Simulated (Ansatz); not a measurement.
# Ge₂H₄Cl₂: up Jacob's ladder to CCSD(T)

An exercise on one series of results from a longer session: the logs are not shown, and one member is left open.

Computed with Ansatz 0.2.0, Gaussian basis. Level: functionals in def2-TZVPP, the program's frozen cores in correlated methods.

The runs, in order: LDA (SPW92), PBE-D4, revPBE-D4, BLYP-D4, r2SCAN-D4, B97M-V, PBE0-D4, B3LYP-D4, r2SCANh-D4, r2SCAN0-D4, HSE06-D4, BHLYP-D4, CAM-B3LYP-D4, LC-ωPBE, ωB97X-V, ωB97M-V, B2PLYP, PBE-QIDH; CCSD(T)/def2-SVP; CCSD(T)/def2-TZVPP; MP2/def2-QZVPP; extrapolation to the limit; RPA on PBE.

### Structure used throughout

The geometry comes from an earlier relaxation with PBE0-D4 in a triple-zeta def2 set; it is a stationary point, not always the lowest conformer.

8 atoms, charge 0, spin multiplicity 1.

Atoms are counted from 1 here; the program's logs count them from 0.

Bond lengths: Cl1–Ge2 2.154 Å, Ge2–Cl3 2.154 Å, Ge2–Ge4 2.424 Å, Ge2–H5 1.536 Å, Ge4–H6 1.534 Å, Ge4–H7 1.534 Å, Ge4–H8 1.531 Å. Angles: Cl1–Ge2–Cl3 107.2°, Cl1–Ge2–Ge4 108.6°, Cl1–Ge2–H5 106.4°, Cl3–Ge2–Ge4 108.6°, Cl3–Ge2–H5 106.4°, Ge4–Ge2–H5 119.0°, Ge2–Ge4–H6 108.6°, Ge2–Ge4–H7 108.6°, Ge2–Ge4–H8 107.6°, H6–Ge4–H7 110.3°, H6–Ge4–H8 110.8°, H7–Ge4–H8 110.8°.

Set-up of the first run:

File in.yaml:

```yaml
crystal:
  periodic: [false, false, false]
  atoms:
    - {symbol: Cl, position_ang: [1.194359, -2.291371, -0.804317]}
    - {symbol: Ge, position_ang: [1.032166, -0.421382, 0.253030]}
    - {symbol: Cl, position_ang: [0.961050, -0.882920, 2.356141]}
    - {symbol: Ge, position_ang: [-1.051050, 0.646050, -0.376542]}
    - {symbol: H, position_ang: [2.352909, 0.325719, 0.017657]}
    - {symbol: H, position_ang: [-1.189901, 1.954078, 0.412566]}
    - {symbol: H, position_ang: [-1.019446, 0.932783, -1.883094]}
    - {symbol: H, position_ang: [-2.187989, -0.319857, -0.031241]}
basis:
  gaussian: {orbitals: def2-TZVPP}
hamiltonian: {xc: lda}
output: {orbitals: {seedname: orbitals}}
```

Steps of the session up to this table: LDA; PBE-D4 (GGA); revPBE-D4 (GGA); BLYP-D4 (GGA); r2SCAN-D4 (meta-GGA); B97M-V (meta-GGA); PBE0-D4 (hybrid); B3LYP-D4 (hybrid); r2SCANh-D4 (hybrid); r2SCAN0-D4 (hybrid); HSE06-D4 (hybrid); BHLYP-D4 (hybrid); CAM-B3LYP-D4 (range-separated); LC-ωPBE-D4 (range-separated; the results give it without D4); ωB97X-V (range-separated); ωB97M-V (range-separated); B2PLYP (double hybrid); PBE-QIDH (double hybrid).

One of the session's tables, all rows but one given; the rest of the session is left out.

It belongs to the step «Orbital energies across the functionals». 

| functional | HOMO (eV) | gap (eV) |
| --- | --- | --- |
| LDA (SPW92) | -7.16 | 5.05 |
| PBE-D4 | -7.05 | 5.21 |
| revPBE-D4 | -7.01 | 5.27 |
| BLYP-D4 | -6.90 | 5.12 |
| r2SCAN-D4 | -7.37 | 5.78 |
| B97M-V | -7.48 | 5.92 |
| PBE0-D4 | -8.25 | 7.33 |
| B3LYP-D4 | -8.02 | 6.82 |
| r2SCANh-D4 | ? | ? |
| r2SCAN0-D4 | -8.45 | 7.67 |
| HSE06-D4 | -7.86 | 6.57 |
| BHLYP-D4 | -9.30 | 9.36 |
| CAM-B3LYP-D4 | -9.50 | 9.58 |
| LC-ωPBE | -10.81 | 12.10 |
| ωB97X-V | -10.48 | 11.68 |
| ωB97M-V | -10.28 | 11.28 |

Q: Estimate the row for r2SCANh-D4 from the others.

Worked estimate for «HOMO (eV)». Against the share of exact exchange, r2SCAN-D4 (0, -7.37), r2SCAN0-D4 (0.25, -8.45) give a slope of -4.32 per unit share; at 0.1 the line stands at -7.80.

**Answer.** HOMO (eV): -7.80; gap (eV): 6.54. In «HOMO (eV)» the line misses by 0.00.
